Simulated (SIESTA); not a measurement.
The system is LiO8.

```
CELL_PARAMETERS angstrom
4.07239 -3.04816 0.00000
4.07239 3.04816 0.00000
-2.97680 0.00000 4.04461
ATOMIC_POSITIONS crystal
O 0.83337 0.88061 0.15038
O 0.11939 0.16664 0.84962
O 0.73180 0.76334 0.84016
O 0.23666 0.26820 0.15984
O 0.32419 0.79815 0.15537
O 0.20184 0.67581 0.84463
O 0.68233 0.21104 0.84766
O 0.78896 0.31767 0.15235
Li 0.24813 0.75187 0.50000
```

The cell comes from a database or a generator and needn't be the stable form of this composition.

| Item | Value |
| --- | --- |
| Program | SIESTA 5.4.2 |
| Task | single point |
| Functional | PBEsol |
| Potentials or basis | PseudoDojo 0.4 standard (PBEsol files) |
| Basis | DZP (energy shift 0.003 Ry; two zetas on semicore shells) |
| Grid cutoff | 800 Ry |
| Energy shift | 0.003 Ry |
| k mesh | 6 × 6 × 7 |
| Occupations | fermi-dirac, width 0.05 eV |
| Spin | no spin polarisation |

On this cell: pressure -3.6 GPa; largest force 0.233 eV/Å; band gap on the k mesh none (metal or under the smearing width).

The same run follows on a disturbed copy (atoms moved at random, drawn with an rms of 0.05 Å):

```xyz
9
Lattice="4.0724 -3.0482 0.0000 4.0724 3.0482 0.0000 -2.9768 0.0000 4.0446" Properties=species:S:1:pos:R:3 pbc="T T T"
O     6.5314    0.1492    0.6200
O    -1.3701    0.1997    3.4436
O     3.5846    0.1046    3.3916
O     1.5723    0.1457    0.6805
O     4.1012    1.4102    0.6438
O     1.0729    1.3962    3.4130
O     1.1035   -1.4273    3.4221
O     4.0576   -1.4331    0.6189
Li    2.5909    1.5355    2.0041
```

**Question.** What does the disturbed cell give?

**Answer.** The energy (extrapolated to zero smearing) moves by +8.5 meV/atom; pressure -6.3 GPa; largest force 1.746 eV/Å; band gap on the k mesh none (metal or under the smearing width).

Forces on the atoms (eV/Å):
```
O    0.134  0.035 -1.237
O    0.009 -0.156  1.468
O    0.091 -0.068  1.230
O   -0.149  0.020 -1.739
O    0.189  0.066 -1.227
O   -0.168  0.215  1.220
O    0.118 -0.193  1.024
O   -0.194  0.029 -0.840
Li  -0.031  0.055  0.104
```

Stress tensor (GPa, compression positive):
```
 -3.74  -0.10  -0.50
 -0.10  -3.57   0.27
 -0.50   0.27 -11.71
```

Caveats: the basis of atomic orbitals isn't converged, which shifts pressures, moduli and gaps; an odd number of electrons without spin polarisation forces a metal; a magnetic or distorted state may lie lower.
